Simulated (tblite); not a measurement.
# H15O15P30Sb: the cost of one run

Programs: tblite 0.8.0 and PySCF 2.14.0, with routines of our own; each step states its level. All values are computed. Atoms count from 0.

## 1. The starting structure

61 atoms, charge 0, multiplicity 1; geometry from: force field, distance geometry or constructed start.

## 2. Geometry optimisation with GFN2-xTB

Job settings and geometry (Å):

```
{"job": {"kind": "relax", "xc": "GFN2-xTB", "basis": "xTB"}, "charge": 0, "multiplicity": 1}
P     -4.070600    -0.769300    -2.144300
P     -4.190100    -0.448900     2.248300
P     -4.059000     0.863800    -3.524000
P     -4.141800     1.497900     1.352000
P      2.579600    -0.692800    -2.019500
P      4.230600    -0.348600    -0.707000
P     -0.752000    -0.764500    -2.082700
P      0.893500    -0.657200    -0.711400
P     -0.632300    -1.587300    -6.839000
P      0.988300    -1.310300    -5.473300
P     -2.440600    -0.524300    -0.790600
P     -2.328000    -1.365000    -5.545700
P      2.417600    -0.495700     1.982300
P      4.118300    -0.919800     3.217800
P     -0.837200    -0.477400     2.096900
P      0.836500    -0.796000     3.390600
P     -2.455500    -0.736100     3.477000
P      2.526900     0.978900    -3.356200
P      0.928000     0.703400    -4.743900
P     -0.746100     0.892500    -3.427700
P     -2.370100     0.650300    -4.809000
P      4.247700     0.614200     4.709200
P      2.630800     0.403800     6.096000
P      4.079800     1.664000     0.019300
P      2.502300     1.588400     1.479100
P      0.927900     0.772400     4.837300
P     -0.691000     0.521400     6.202200
Sb     0.812200     1.748200    -0.288000
P     -0.895800     1.550400     1.439400
P     -2.373400     0.839600     4.923600
P     -2.481400     1.482800    -0.016200
O     -5.392700    -0.476700    -1.056700
H     -5.901600    -1.303000    -1.042500
O     -5.397000    -0.386400     3.491500
H     -5.828300    -1.252500     3.473300
O     -5.326600     0.550000    -4.666700
H     -5.952400     1.284300    -4.576200
O     -5.439000     1.533100     0.213500
H     -6.199900     1.884200     0.699500
O      5.515500    -0.340800    -1.859900
H      5.955000    -1.208600    -1.765200
O     -0.629800    -0.185000    -7.843000
H     -0.343600    -0.485700    -8.724400
O      2.314800    -1.382100    -6.591500
H      2.893200    -2.077700    -6.252500
O     -3.596600    -1.478300    -6.718900
H     -4.250200    -2.076200    -6.325600
O      5.380800    -0.599000     2.086000
H      6.082600    -1.240800     2.288500
O      3.876500     0.796100    -4.423100
H      4.301500     1.658100    -4.455000
O      5.569200     0.171700     5.744000
H      6.134100     0.952300     5.787100
O      2.556300    -1.290300     6.460200
H      2.581500    -1.342000     7.433000
O      5.424500     1.893900     1.091400
H      6.176000     2.142800     0.522900
O     -0.712700    -1.160100     6.585000
H     -1.084200    -1.227200     7.484800
O     -3.653600     0.537600     6.044600
H     -4.297700     1.251700     5.911700
```

On the command line:

```console
$ OMP_NUM_THREADS=8 python large_run.py task.json out
```

The driver reads the jobs from task.json and runs them one after another.

Q: Estimate the wall time and peak memory of this first job on 8 threads of AMD EPYC 9R45, shared host.

About 2.1 min, with a peak of 0.15 GiB.
